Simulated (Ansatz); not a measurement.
This script drives the Ansatz DFT code, driven from Python.

The script, `li3au.py`:
```python
# -*- coding: utf-8 -*-
"""Smearing width test for Li3Au."""

import csv

import ansatz as az


def main():
    xtal = (
        az.Lattice.of((0.0, 3.151, 3.151), (3.151, 0.0, 3.151), (3.151, 3.151, 0.0))
        .atom("Li", (0.25, 0.25, 0.25))
        .atom("Li", (0.75, 0.75, 0.75))
        .atom("Li", (0.5, 0.5, 0.5))
        .atom("Au", (0.0, 0.0, 0.0))
    )

    base = (
        xtal.calculation()
        .pseudopotentials("nc")
        .scf(tolerance=1e-08, extra_bands=8)
        .functional(az.Functional.PBESOL)
        .kpoints(spacing=0.29)  # the mesh must be finer for metals
        .stress()
    )

    rows = []
    for value in [0.5, 0.3, 0.2, 0.1]:
        summary = base.occupations("fermi_dirac", width=value).run().report
        rows.append((value, summary["free_energy_ev"] / len(summary["lattice"]["sites"]), summary["n_iterations"], sum(summary["stress_gpa"][i][i] for i in range(3)) / 3, summary["n_kpoints"]))

    with open("smear.csv", "w", newline="") as handle:
        writer = csv.writer(handle)
        writer.writerow(["width (eV)", "F/atom (eV)", "iterations", "P (GPa)", "k-points"])
        writer.writerows([round(v, 5) if isinstance(v, float) else v for v in row] for row in rows)

    # differences from the last row
    for row in rows[:-1]:
        shift = 1000 * (row[1] - rows[-1][1])
        print(f"{row[0]}: {shift:+.2f} meV/atom" + ("  (within 1 meV)" if abs(shift) < 1 else ""))


if __name__ == "__main__":
    main()
```

It is started by `python li3au.py`. How long does it take on 1 thread of Arm Neoverse V2, on a shared host, and how much memory does it need?

It took about 15 s, with a peak of 0.42 GiB, for 4 runs of the engine.

`python li3au.py` gives:
```text
DeckWarning: basis.ecutwfc = 1034.032677 eV, auto-derived from the records' recommended cutoffs: set by Au (normal level)
DeckWarning: output.stress: scf.convergence.dr2_threshold = 1e-8 eV is looser than the 4e-10 eV advised for a printed stress (1e-10 eV for each atom of the cell: 4). What an SCF threshold leaves in a [...]
0.5: -132.05 meV/atom
0.3: -47.81 meV/atom
0.2: -19.41 meV/atom
```
(Warnings from the package without file and line, shortened.)

`smear.csv`, as written:
```csv
width (eV),F/atom (eV),iterations,P (GPa),k-points
0.5,-1149.39608,9,-0.80437,16
0.3,-1149.31184,10,-1.15224,16
0.2,-1149.28345,9,-1.25985,16
0.1,-1149.26403,10,-1.32537,16
```

Going from 0.1 to 0.5 eV changes F by -132.1 meV an atom. With this scheme F falls roughly as the square of the width; the report's estimate for zero width (energy_sigma0_ev) moves by only -13.0 meV. The pressure moves from -1.33 to -0.80 GPa.

The mesh is modest for a metal, so energies can be off by several to tens of meV an atom and pressures by half a GPa or more; differences at equal mesh fare better. The smearing is wide enough that free energy and stress hold a thermal part of the electrons. The narrowest width needs the finest mesh, so the last row is no converged reference. Pressure is positive in compression. Spin-orbit coupling, which matters for elements this heavy, is left out. The structure is a deposited one; some such entries were measured under pressure or heat, so a shift against it needn't be the functional's error alone.
